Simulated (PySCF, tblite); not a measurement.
# C₄H₈NSi₃ radical: geometry, infrared bands and EPR parameters

Wanted: the infrared bands and EPR parameters of C₄H₈NSi₃ radical (`C#C[SiH2][Si](C#N)C[SiH3]`), by calculation.

Programs: tblite 0.8.0 and PySCF 2.14.0, with density-fitted response routines of our own. Each step states its level of theory. These are calculated values for one molecule in the gas phase, unless marked as measured. Atoms are numbered from 0 throughout.

**1. The molecule as given**

16 atoms, charge 0, multiplicity 2; geometry from: force field or distance geometry start.

Bonds of the start (Å): C0–C1 1.21, C1–Si2 1.86, Si2–Si3 2.31, Si3–C4 1.85, C4–N5 1.16, Si3–C6 1.85, C6–Si7 1.84, C0–H8 1.07, Si2–H9 1.48, Si2–H10 1.49, C6–H11 1.10, C6–H12 1.10, Si7–H13 1.48, Si7–H14 1.49, Si7–H15 1.49.

**2. Geometry optimisation with GFN2-xTB**

Job settings and geometry (Å):

```
{"job": {"kind": "relax", "xc": "GFN2-xTB", "basis": "xTB"}, "charge": 0, "multiplicity": 2}
C      2.582700    -1.870200     1.040600
C      2.161100    -0.733700     1.005100
Si     1.542800     1.017500     0.981400
Si    -0.212400     1.167300    -0.513000
C     -0.781300     2.929700    -0.501600
N     -1.147100     4.032700    -0.523400
C     -1.553300    -0.042600    -0.102400
Si    -1.332700    -1.452200    -1.270600
H      2.944700    -2.872000     1.069000
H      2.618700     1.937600     0.560700
H      1.066200     1.412200     2.331600
H     -1.501600    -0.389100     0.941700
H     -2.545400     0.410900    -0.225500
H     -0.001400    -2.085200    -1.115900
H     -1.465800    -0.972600    -2.673600
H     -2.382900    -2.481300    -1.015500
```

Command:

```
OMP_NUM_THREADS=1 python probes_run.py task.json out
```

One launch serves the whole session: the jobs run in the order shown.

**Question.** This job is followed by: GFN2-xTB harmonic vibrations, gas phase; UKS B3LYP, pcH-1 on C H N Si, non-relativistic, mean-field spin-orbit, GIAO. What will the session give for the following? strongest single infrared mode (GFN2-xTB); zero-point energy (GFN2-xTB); g(iso) (B3LYP); ⟨S²⟩; largest a(iso) (averaged by class); potential on the surface of density 0.002 e/bohr³, 1st and 99th percentile.

The runs gave:

| quantity | value |
| --- | --- |
| strongest single infrared mode (GFN2-xTB) | 793 cm⁻¹, 473 km/mol |
| zero-point energy (GFN2-xTB) | 58.9 kcal/mol |
| g(iso) (B3LYP) | 2.00339 |
| ⟨S²⟩ | 0.754 (exact 0.75) |
| largest a(iso) (averaged by class) | 29Si on Si3, -405.6 MHz |
| potential on the surface of density 0.002 e/bohr³, 1st and 99th percentile | -1.66 V and 1.66 V |

In words: Relaxing lowered the energy by 0.241 eV in 85 steps; the close pair that moved most is C6–Si7, from 1.844 to 1.904 Å. The lowest mode is slightly imaginary (5i cm⁻¹), a soft motion within the noise of the Hessian, so the minimum is not strictly shown. The strongest single mode, at 793 cm⁻¹, is spread over several atoms, H13, H14, Si7, C6 among them. GFN2-xTB is a fitted tight-binding method: band positions and strengths are rough. Its intensities can rank the bands wrongly. Most of the unpaired spin sits on Si3 (0.89 e). The isotropic g lies 1.1 ppt above the free-electron value. These values are for one conformer; the search (at its own cheap level) found 2 more, at 0.33, 0.79 kcal/mol, and measured spectra average over such forms.
